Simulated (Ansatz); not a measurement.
# C₂H₄BClO: basis-set convergence

One table from this session's results is given with a row withheld; the runs are named, their logs left out.

Computed with Ansatz 0.2.0, Gaussian basis. Level: one geometry, several basis sets.

Levels to be run: PBE0-D4/def2-SVP; ωB97M-V/def2-SVP; PBE0-D4/def2-QZVPP; ωB97M-V/def2-QZVPP; the functionals' def2-TZVPP values are taken from earlier runs.

## The relaxed structure

An earlier PBE0-D4 in a triple-zeta def2 set relaxation fixed the geometry.

SMILES `ClBC1CO1`, 9 atoms, charge 0, spin multiplicity 1.

Atoms are counted from 1 here; the program's logs count them from 0.

Bond lengths: Cl1–B2 1.739 Å, B2–C3 1.543 Å, B2–H6 1.193 Å, C3–C4 1.486 Å, C3–O5 1.431 Å, C3–H7 1.089 Å, C4–O5 1.394 Å, C4–H8 1.088 Å, C4–H9 1.088 Å. Angles: Cl1–B2–C3 120.6°, Cl1–B2–H6 117.9°, C3–B2–H6 121.5°, B2–C3–C4 118.3°, B2–C3–O5 119.8°, B2–C3–H7 118.8°, C4–C3–O5 57.1°, C4–C3–H7 114.8°, O5–C3–H7 113.4°, C3–C4–O5 59.5°, C3–C4–H8 117.8°, C3–C4–H9 119.3°, O5–C4–H8 116.3°, O5–C4–H9 115.7°, H8–C4–H9 116.2°, C3–O5–C4 63.4°.

The first run:

File in.yaml:

```yaml
crystal:
  periodic: [false, false, false]
  atoms:
    - {symbol: Cl, position_ang: [-1.948955, 0.055002, 1.499152]}
    - {symbol: B, position_ang: [-0.492126, 0.845161, 0.971931]}
    - {symbol: C, position_ang: [0.587320, 0.063188, 0.194386]}
    - {symbol: C, position_ang: [0.177870, -0.673344, -1.029274]}
    - {symbol: O, position_ang: [0.522494, -1.365036, 0.130862]}
    - {symbol: H, position_ang: [-0.377771, 2.011170, 1.194630]}
    - {symbol: H, position_ang: [1.604800, 0.451465, 0.174577]}
    - {symbol: H, position_ang: [0.889005, -0.726258, -1.850446]}
    - {symbol: H, position_ang: [-0.874239, -0.707649, -1.302920]}
basis:
  gaussian: {orbitals: def2-SVP}
hamiltonian: {xc: pbe0, dispersion: d4}
output: {orbitals: {seedname: orbitals}}
```

Started as:

```console
ansatz run in.yaml --threads 2 --pin off --events-out ev --progress --plain --max-ram 4352MiB
```

Steps of the session up to this table: PBE0-D4 in def2-SVP; ωB97M-V in def2-SVP; PBE0-D4 in def2-QZVPP; ωB97M-V in def2-QZVPP.

One table of the session follows, with a row left open; its other results are not shown here.

It belongs to the step «Density functionals: the series». 

```
functional       basis  HOMO (eV)
   PBE0-D4    def2-SVP      -7.94
   PBE0-D4  def2-TZVPP          ?
   PBE0-D4  def2-QZVPP      -8.15
   ωB97M-V    def2-SVP     -10.33
   ωB97M-V  def2-TZVPP     -10.52
   ωB97M-V  def2-QZVPP     -10.56
```

Q: Estimate the row for PBE0-D4, def2-TZVPP from the others.

**Answer.** HOMO (eV): -8.11. In the column «HOMO (eV)» it lies between PBE0-D4, def2-QZVPP (-8.15) and PBE0-D4, def2-SVP (-7.94).
